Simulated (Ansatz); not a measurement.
# CH2BFOS: the cost of one run

Method: RKS PBE0-D4/6-31G*, in Ansatz 0.2.0.

## (1) The structure to begin with

Bond lengths: O1–C2 1.371 Å, C2–F3 1.368 Å, C2–B4 1.539 Å, C2–S5 1.732 Å, B4–S5 1.926 Å, O1–H6 0.945 Å, B4–H7 1.198 Å. Angles: O1–C2–F3 113.9°, O1–C2–B4 118.9°, O1–C2–S5 115.2°, F3–C2–B4 114.8°, F3–C2–S5 115.8°, B4–C2–S5 71.9°, C2–O1–H6 110.6°, C2–B4–S5 58.7°, C2–B4–H7 137.6°, S5–B4–H7 148.6°, C2–S5–B4 49.4°.

Structure file:

```xyz
7

O    -0.5751    0.1192    1.3046
C     0.1340   -0.1616    0.1659
F     0.6480   -1.4291    0.1302
B    -0.3891    0.3608   -1.1842
S     1.1938    1.0984   -0.3718
H    -0.0258    0.0303    2.0683
H    -0.9247   -0.0859   -2.1586
```

## (2) End point A

Contents of input.yaml:

```yaml
crystal:
  periodic: [false, false, false]
  atoms:
    - { symbol: O, position_ang: [-0.5751, 0.1192, 1.3046] }
    - { symbol: C, position_ang: [0.134, -0.1616, 0.1659] }
    - { symbol: F, position_ang: [0.648, -1.4291, 0.1302] }
    - { symbol: B, position_ang: [-0.3891, 0.3608, -1.1842] }
    - { symbol: S, position_ang: [1.1938, 1.0984, -0.3718] }
    - { symbol: H, position_ang: [-0.0258, 0.0303, 2.0683] }
    - { symbol: H, position_ang: [-0.9247, -0.0859, -2.1586] }
basis:
  gaussian: { orbitals: "6-31G*" }
hamiltonian:
  xc: pbe0
  dispersion: d4
relax:
  f_tol: 0.015
  max_steps: 40
```

Started as:

```bash
$ ansatz run input.yaml --threads 1 --pin off --max-ram 2048MiB --backend cpu --events-out ev --progress --plain --runs-dir out
```

Q: Estimate wall time and peak memory on 1 thread of Intel Xeon Platinum 8375C at 2.90GHz (Ice Lake), shared host.

About 44 s, with a peak of 0.18 GiB.
